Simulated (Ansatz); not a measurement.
## Ti3Sn, space group Pm-3m: a relaxation of the ions, step by step

Computed with Ansatz's Python interface.

Run as a notebook:

In [1]:
```python
import json

import ansatz as az
from ase import Atoms
import numpy as np
from pymatgen.core import Structure
from scipy.ndimage import map_coordinates
```

In [2]:
```python
params = {
    "smearing": "cold",
    "sigma": 0.1,
    "ecut": 420,
    "xc": "lda",
}

atoms = Atoms(
    ["Ti", "Ti", "Ti", "Sn"],
    scaled_positions=[
        (0.5, 0.5, 0.0),
        (0.5, 0.0, 0.5),
        (0.0, 0.5, 0.5),
        (0.0, 0.0, 0.0),
    ],
    cell=[
        (4.156929, 0.0, 0.0),
        (0.0, 4.156929, 0.0),
        (0.0, 0.0, 4.156929),
    ],
    pbc=True,
)
system = az.Crystal.from_ase(atoms)
```

In [3]:
```python
system.resolved().sites[-1]
```
Out [3]:
```text
Site(symbol='Sn', position=(0.0, 0.0, 0.0), moment=None, axis=None, held=None, saved=None)
```

In [4]:
```python
job = (
    system.move(1, to=(0.524056, -0.024056, 0.524056)).fix(2).calculation()
    .occupations(params["smearing"], width=params["sigma"])
    .basis(params["ecut"])
    .kpoints(5)
    .functional(params["xc"])
    .pseudopotentials("paw")
    .relax(max_steps=100)
    .density()
    .potential()
)
out = job.run(threads=1, backend="cpu", events_out="events.ndjson")
with open("events.ndjson") as stream:
    events = [json.loads(line) for line in stream]
steps = [e["data"] for e in events if e["event"] == "relax_step"]
summary = out.report

summary["n_iterations"], summary["closed_by"]
```
```text
DeckWarning: crystal.symmetry: narrowed to the stabiliser of the relax constraints — unitary ops 2 → 1; lowered at sites 0, 2 (the operations that carried what is held of a site onto what its image [...]
```
Out [4]:
```text
(3, 'deck_thresholds')
```

In [5]:
```python
sorted(key for key in summary if key.endswith("_ev"))
```
Out [5]:
```text
['eigenvalues_ev', 'energy_sigma0_ev', 'entropy_ts_ev', 'fermi_energy_ev', 'free_energy_ev',
 'gap_by_band_count_ev', 'harris_foulkes_ev', 'internal_energy_ev', 'lagrangian_above_aufbau_ev',
 'lagrangian_ev', 'lagrangian_sigma0_ev', 'loop_eigenvalues_ev', 'loop_fermi_energy_ev',
 'occupations_fermi_energy_ev', 'residual_norms_ev']
```

In [6]:
```python
print("step   energy (eV)     max comp. (eV/A)  SCF")
for s in steps:
    print(f"{s['step']:4d} {s['lagrangian_ev']:15.5f} {s['allowed_force_max_ev_ang']:12.4f} {s['n_scf']:5d}")
```
```text
step   energy (eV)     max comp. (eV/A)  SCF
   1    -13231.53061       0.6733     6
   2    -13231.56500       0.5051     5
   3    -13231.60706       0.0052     5
   4    -13231.60706       0.0054     3
```

In [7]:
```python
first, last = steps[0], steps[-1]
symbols = [site.symbol for site in out.lattice.sites]
print(f"energy gained {first['lagrangian_ev'] - last['lagrangian_ev']:.4f} eV in {len(steps) - 1} steps")
```
```text
energy gained 0.0764 eV in 3 steps
```

In [8]:
```python
moved = np.linalg.norm(np.array(last["positions_ang"]) - np.array(first["positions_ang"]), axis=1)
print("displacement by atom (A):", " ".join(f"{s}:{d:.3f}" for s, d in zip(symbols, moved)))
```
```text
displacement by atom (A): Ti:0.005 Ti:0.169 Ti:0.000 Sn:0.005
```

In [9]:
```python
print("relaxed fractional positions")
for site in out.lattice.sites:
    print(f"  {site.symbol:2s}", " ".join(f"{v % 1:8.5f}" for v in np.round(site.position_frac, 5)))

print(f"free energy      {summary['free_energy_ev']:.5f} eV")
print(f"per atom         {summary['free_energy_ev'] / len(out.lattice.sites):.5f} eV")
print(f"SCF iterations   {summary['n_iterations']}  (converged: {summary['converged']})")
```
```text
relaxed fractional positions
  Ti  0.50120  0.49978  0.99952
  Ti  0.50102  0.99914  0.49976
  Ti  0.00000  0.50000  0.50000
  Sn  0.00107  0.99968  0.99986
free energy      -13231.60706 eV
per atom         -3307.90176 eV
SCF iterations   3  (converged: True)
```

In [10]:
```python
final = Structure(out.lattice.cell_ang, [s.symbol for s in out.lattice.sites], [s.position_frac for s in out.lattice.sites])
rho = out.density()
total = sum(channel.density_e_per_ang3 for channel in rho.channels[:2])
grid_cell = np.asarray(rho.fft_grid_basis) @ out.lattice.cell_ang
partner = min(final.get_neighbors(final[0], 5.0), key=lambda n: n.nn_distance)
line = np.linspace(final[0].coords, partner.coords, 11)
points = (line @ np.linalg.inv(grid_cell)) * rho.dims
values = map_coordinates(total, points.T, order=3, mode="grid-wrap")
print(f"from {final[0].specie} to {partner.specie}, {partner.nn_distance:.3f} A")
for t, value in zip(np.linspace(0, partner.nn_distance, 11), values):
    print(f"{t:7.3f} A  {value:9.4f} e/A^3")
```
```text
from Ti to Ti, 2.934 A
  0.000 A    10.2140 e/A^3
  0.293 A     8.8669 e/A^3
  0.587 A     3.8306 e/A^3
  0.880 A     0.6866 e/A^3
  1.174 A     0.2418 e/A^3
  1.467 A     0.1930 e/A^3
  1.761 A     0.2418 e/A^3
  2.054 A     0.6865 e/A^3
  2.348 A     3.8305 e/A^3
  2.641 A     8.8666 e/A^3
  2.934 A    10.2140 e/A^3
```

In [11]:
```python
v = out.potential()
line = v.v_es_ev.mean(axis=(0, 1))
print("planar mean of the electrostatic potential along the third grid axis (eV):")
np.round(line[:: max(len(line) // 12, 1)], 3)
```
```text
planar mean of the electrostatic potential along the third grid axis (eV):
```
Out [11]:
```text
array([ 7.068,  6.988,  7.812, 10.39 , 11.753,  9.257,  5.718,  3.556,
        3.56 ,  5.729,  9.268, 11.747, 10.357,  7.782,  6.975])
```

What to keep in mind:
- Total energies depend on the potentials; only differences at equal settings carry meaning.
- The mesh is modest for a metal, so energies can be off by several to tens of meV an atom and pressures by half a GPa or more; differences at equal mesh fare better.
- Energies along a relaxation are free energies. A last row that repeats the one before re-solves the same geometry more tightly.
- A gap by band count of zero or less means overlapping bands, a metal.
- The fields are valence quantities on the plane-wave grid; their values near the nuclei depend on the potentials.
- The structure comes from a database of computed cells and needn't be a stable or known phase.
- Levels are Kohn-Sham eigenvalues on this mesh, without spin-orbit coupling.
- Warnings are shown shortened and without file and line.
- Finished in 37 s on 1 thread of Arm Neoverse V2, with other jobs on the host, peak memory 0.5 GiB.
